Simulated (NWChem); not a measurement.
**C2H5Br (bromoethane): levels of theory compared**

Aim: a comparison of 6 runs (HF/STO-3G, HF/3-21G, SVWN5/6-31G*, B3LYP/6-31G*, PBE/6-31G*, TPSS/6-31G*) of C2H5Br (bromoethane). 

Program for the calculation: NWChem 7.3.0.

1 further run of the same task is left out (set aside as unsound or not needed).

**1. The structure to begin with**

The species is C2H5Br (8 atoms), meant as a singlet with charge 0. SMILES: `CCBr`. The shape is that of a PBE0-D4/def2-TZVP optimisation.

Bond lengths: C1–C2 1.506 Å, C2–Br3 1.950 Å, C1–H4 1.095 Å, C1–H5 1.091 Å, C1–H6 1.091 Å, C2–H7 1.088 Å, C2–H8 1.088 Å. Some angles: C1–C2–Br3 111.6°, C1–C2–H7 112.5°, C1–C2–H8 112.5°, Br3–C2–H7 105.3°, Br3–C2–H8 105.3°, C2–C1–H4 109.4°, C2–C1–H5 111.3°, C2–C1–H6 111.3°, H7–C2–H8 109.2°, H4–C1–H5 108.3°.

**2. Energy and forces at HF/STO-3G (run 1)**

Input file run.py:

```python
from ase import Atoms
from ase.calculators.nwchem import NWChem

atoms = Atoms(['C', 'C', 'Br', 'H', 'H', 'H', 'H', 'H'], positions=[
    [-0.429100, 0.590100, -0.328800],
    [0.243000, -0.639200, 0.222500],
    [1.994500, -0.223400, 0.972400],
    [-1.406200, 0.316400, -0.739300],
    [0.162900, 1.040400, -1.126700],
    [-0.582800, 1.339300, 0.449000],
    [0.428800, -1.390300, -0.542500],
    [-0.318900, -1.090600, 1.037600],
])

calc = NWChem(
    label='c2h5br',
    theory='scf',
    memory='2200 mb',
    basis='STO-3G',
    basispar='spherical bse',
    scf={'nopen': '0', 'rhf': None, 'thresh': '1e-08', 'maxiter': '80'},
)
atoms.calc = calc

forces = atoms.get_forces()
e = atoms.get_potential_energy()
print(f"E = {e:.6f} eV")
print("forces (eV/A):")
for s, f in zip(atoms.symbols, forces):
    print(f"{s:2s} {f[0]:10.5f} {f[1]:10.5f} {f[2]:10.5f}")
print("dipole (e A):", atoms.get_dipole_moment().round(4))
```

Launch:

```bash
$ export ASE_NWCHEM_COMMAND="nwchem PREFIX.nwi > PREFIX.nwo"
$ python run.py
```

Output:

```text
E = -71358.940129 eV
forces (eV/A):
C    -0.98149    1.03662   -0.66005
C     1.91285   -0.78851    1.05343
Br   -0.51947   -0.08366   -0.22975
H     0.26390    0.15190    0.09611
H    -0.11416   -0.11282    0.16486
H     0.03404   -0.17232   -0.14912
H    -0.31563   -0.00854   -0.09981
H    -0.28004   -0.02263   -0.17561
dipole (e A): [-0.3545 -0.0575 -0.1568]
```

The calculator wrote c2h5br.nwi:

```
title "c2h5br"

permanent_dir c2h5br

scratch_dir c2h5br

start c2h5br

geometry units angstrom nocenter noautosym noautoz
  C  -4.2909999999999998e-01 5.9009999999999996e-01 -3.2879999999999998e-01
  C  2.4299999999999999e-01 -6.3919999999999999e-01 2.2250000000000000e-01
  Br 1.9944999999999999e+00 -2.2339999999999999e-01 9.7240000000000004e-01
  H  -1.4061999999999999e+00 3.1640000000000001e-01 -7.3929999999999996e-01
  H  1.6289999999999999e-01 1.0404000000000000e+00 -1.1267000000000000e+00
  H  -5.8279999999999998e-01 1.3392999999999999e+00 4.4900000000000001e-01
  H  4.2880000000000001e-01 -1.3903000000000001e+00 -5.4249999999999998e-01
  H  -3.1890000000000002e-01 -1.0906000000000000e+00 1.0376000000000001e+00
end

memory 2200 mb

basis spherical bse noprint
   * library STO-3G
end

scf
  nopen 0
  rhf
  thresh 1e-08
  maxiter 80
end

task scf gradient
```

c2h5br.nwo:

```text
Northwest Computational Chemistry Package (NWChem) 7.3.0
             --------------------------------------------------------

           Job information
           ---------------

    nwchem branch   = 7.3.0
    use scalapack   = T
    input           = c2h5br.nwi
    prefix          = c2h5br.
    data base       = c2h5br/c2h5br.db
    status          = startup
    nproc           =        1

           Memory information
           ------------------

[... 5 lines left out ...]
    hardfail = no
[... 135 lines left out ...]
         Quadratically convergent ROHF
[... 14 lines left out ...]
       Final RHF  results
[... 4 lines left out ...]
      Two-electron energy =   1207.732594055483
[... 42 lines left out ...]
                       ROHF Final Molecular Orbital Analysis
[... 187 lines left out ...]
                 ----------------------------------------
                 |  Time  |  1-e(secs)   |  2-e(secs)   |
                 ----------------------------------------
                 |  CPU   |       0.00   |       0.25   |
                 ----------------------------------------
                 |  WALL  |       0.00   |       0.25   |
                 ----------------------------------------

 Task  times  cpu:        1.5s     wall:        1.5s
 Total times  cpu:        1.5s     wall:        1.5s
```

Run time: 2.2 s. Hardware: 1 thread of AMD EPYC 9R45 (Zen 5), shared host; peak memory 0.1 GiB.

**3. Energy and forces at HF/3-21G (run 2)**

Input file job.nw:

```
start job
title "C2H5Br"
memory 2200 mb
geometry noautosym nocenter noautoz
  C    -0.429100    0.590100   -0.328800
  C     0.243000   -0.639200    0.222500
  Br    1.994500   -0.223400    0.972400
  H    -1.406200    0.316400   -0.739300
  H     0.162900    1.040400   -1.126700
  H    -0.582800    1.339300    0.449000
  H     0.428800   -1.390300   -0.542500
  H    -0.318900   -1.090600    1.037600
end
basis spherical bse
  C library 3-21G
  Br library 3-21G
  H library 3-21G
end
scf
  nopen 0
  rhf
  thresh 1e-08
  maxiter 80
  print low
end
task scf gradient
```

Launch:

```bash
$ nwchem job.nw > job.out
```

Output:

```text
[...]
  functions       =    50
[...]
  wavefunction    = RHF
[...]
         Total SCF energy =  -2638.265068742972
      One-electron energy =  -4003.127553801901
      Two-electron energy =   1200.271634554256
 Nuclear repulsion energy =    164.590850504673
        Time for solution =      1.3s
[...]
                         RHF ENERGY GRADIENTS
    atom               coordinates                        gradient
                 x          y          z           x          y          z
   1 C      -0.810881   1.115127  -0.621342    0.009221  -0.012077   0.006639
   2 C       0.459203  -1.207913   0.420464    0.012039   0.021700   0.001601
   3 Br      3.769058  -0.422165   1.837570   -0.018754  -0.004866  -0.007953
   4 H      -2.657333   0.597909  -1.397074   -0.005191  -0.002000  -0.002078
   5 H       0.307836   1.966071  -2.129154    0.003017   0.002679  -0.004601
   6 H      -1.101332   2.530910   0.848487   -0.001128   0.004340   0.004169
   7 H       0.810315  -2.627286  -1.025176    0.003266  -0.006036  -0.004954
   8 H      -0.602634  -2.060935   1.960780   -0.002470  -0.003741   0.007177
 Task  times  cpu:        1.6s     wall:        1.6s
 Total times  cpu:        1.6s     wall:        1.6s
```

Wall time 2.1 s (1 thread of AMD EPYC 9R45 (Zen 5), shared host); peak memory 0.099 GiB.

Runs 3 to 5 aren't shown in full; the table further down has their settings and results.

**4. Energy and gradient at TPSS/6-31G(d) (spherical functions) (run 6)**

Input file run.py:

```python
from ase import Atoms
from ase.calculators.nwchem import NWChem

system = Atoms('CCBrHHHHH', positions=[
    [-0.429100, 0.590100, -0.328800],
    [0.243000, -0.639200, 0.222500],
    [1.994500, -0.223400, 0.972400],
    [-1.406200, 0.316400, -0.739300],
    [0.162900, 1.040400, -1.126700],
    [-0.582800, 1.339300, 0.449000],
    [0.428800, -1.390300, -0.542500],
    [-0.318900, -1.090600, 1.037600],
])

calc = NWChem(
    label='m1',
    theory='dft',
    memory='2200 mb',
    basis='6-31G*',
    basispar='spherical bse',
    dft={'xc': 'xtpss03 ctpss03', 'mult': '1', 'grid': 'xfine', 'convergence': 'energy 1e-08', 'iterations': '100', 'mulliken': None},
)
system.calc = calc

forces = system.get_forces()
print("Total energy (eV):", round(system.get_potential_energy(), 6))
print("forces (eV/A):")
for s, f in zip(system.symbols, forces):
    print(f"{s:2s} {f[0]:10.5f} {f[1]:10.5f} {f[2]:10.5f}")
print("dipole (e A):", system.get_dipole_moment().round(4))
```

Launch:

```bash
$ export ASE_NWCHEM_COMMAND="nwchem PREFIX.nwi > PREFIX.nwo"
$ python run.py
```

Output:

```text
Total energy (eV): -72191.750317
forces (eV/A):
C    -0.12717    0.27135   -0.11092
C    -0.22975   -0.34489   -0.04422
Br    0.57510    0.12377    0.24878
H    -0.18790   -0.05965   -0.07754
H     0.09935    0.08608   -0.15195
H    -0.03795    0.14110    0.13761
H     0.01764   -0.13442   -0.13483
H    -0.10932   -0.08336    0.13308
dipole (e A): [-0.4276 -0.0608 -0.1908]
```

The calculator wrote m1.nwi:

```
title "m1"

permanent_dir m1

scratch_dir m1

start m1

geometry units angstrom nocenter noautosym noautoz
  C  -4.2909999999999998e-01 5.9009999999999996e-01 -3.2879999999999998e-01
  C  2.4299999999999999e-01 -6.3919999999999999e-01 2.2250000000000000e-01
  Br 1.9944999999999999e+00 -2.2339999999999999e-01 9.7240000000000004e-01
  H  -1.4061999999999999e+00 3.1640000000000001e-01 -7.3929999999999996e-01
  H  1.6289999999999999e-01 1.0404000000000000e+00 -1.1267000000000000e+00
  H  -5.8279999999999998e-01 1.3392999999999999e+00 4.4900000000000001e-01
  H  4.2880000000000001e-01 -1.3903000000000001e+00 -5.4249999999999998e-01
  H  -3.1890000000000002e-01 -1.0906000000000000e+00 1.0376000000000001e+00
end

memory 2200 mb

basis spherical bse noprint
   * library 6-31G*
end

dft
  xc xtpss03 ctpss03
  mult 1
  grid xfine
  convergence energy 1e-08
  iterations 100
  mulliken
end

task dft gradient
```

m1.nwo:

```text
Northwest Computational Chemistry Package (NWChem) 7.3.0
             --------------------------------------------------------

           Job information
           ---------------

    nwchem branch   = 7.3.0
    use scalapack   = T
    input           = m1.nwi
    prefix          = m1.
    data base       = m1/m1.db
    status          = startup
    nproc           =        1

           Memory information
           ------------------

[... 5 lines left out ...]
    hardfail = no
[... 106 lines left out ...]
  convergence criterion.
[... 38 lines left out ...]
          Spatial weights used:  Erf1
[... 32 lines left out ...]
 1-e energy   =   -4011.968346
[... 46 lines left out ...]
           Coulomb energy =     1301.045660629460
[... 567 lines left out ...]
          Convergence on density requested:  1.00D-05
[... 24 lines left out ...]
          total energy or number of iterations.
[... 36 lines left out ...]
                 ----------------------------------------
                 |  Time  |  1-e(secs)   |  2-e(secs)   |
                 ----------------------------------------
                 |  CPU   |       0.00   |       1.71   |
                 ----------------------------------------
                 |  WALL  |       0.00   |       1.71   |
                 ----------------------------------------

 Task  times  cpu:       18.1s     wall:       18.1s
 Total times  cpu:       18.1s     wall:       18.1s
```

Run time: 19 s. Hardware: 1 thread of AMD EPYC 9R45 (Zen 5), shared host; peak memory 0.14 GiB.

**5. Overview of the runs**

```csv
run,level,iteration cap,module,energy (Eh),dipole moment (D),HOMO energy (eV),LUMO energy (eV),wall time
1,HF/STO-3G,80,scf,-2622.392702,1.88,-8.20,9.61,2.2 s
2,HF/3-21G,80,scf,-2638.265069,–,–,–,2.1 s
3,SVWN5/6-31G* (spherical functions),100,dft,-2648.754298,–,–,–,9.6 s
4,B3LYP/6-31G* (spherical functions),100,dft,-2653.102220,2.24,-7.45,0.12,15 s
5,PBE/6-31G* (spherical functions),100,dft,-2652.567171,2.20,-6.40,-0.68,15 s
6,TPSS/6-31G* (spherical functions),100,dft,-2652.997912,2.27,-6.54,-0.53,19 s
```

**6. Summary of results**

```
                       quantity           value
            run 6: total energy  -2652.99791 Eh
           run 6: dipole moment          2.27 D
             run 6: HOMO energy        -6.54 eV
             run 6: LUMO energy        -0.53 eV
           run 6: HOMO–LUMO gap         6.01 eV
run 6: largest force on an atom      0.639 eV/Å
```

In words: Over runs 1, 4, 5, 6 the dipole moment (its size) runs from 1.88 D (HF/STO-3G) to 2.27 D (TPSS/6-31G*). The two ends differ in method and basis. Over runs 1, 4, 5, 6 the HOMO–LUMO gap runs from 5.72 eV (PBE/6-31G*) to 17.80 eV (HF/STO-3G). Totals of different functionals can't be ranked against each other. In run 1 the basis is minimal, so the values are rough. All runs together took 63 s, the longest 19 s.
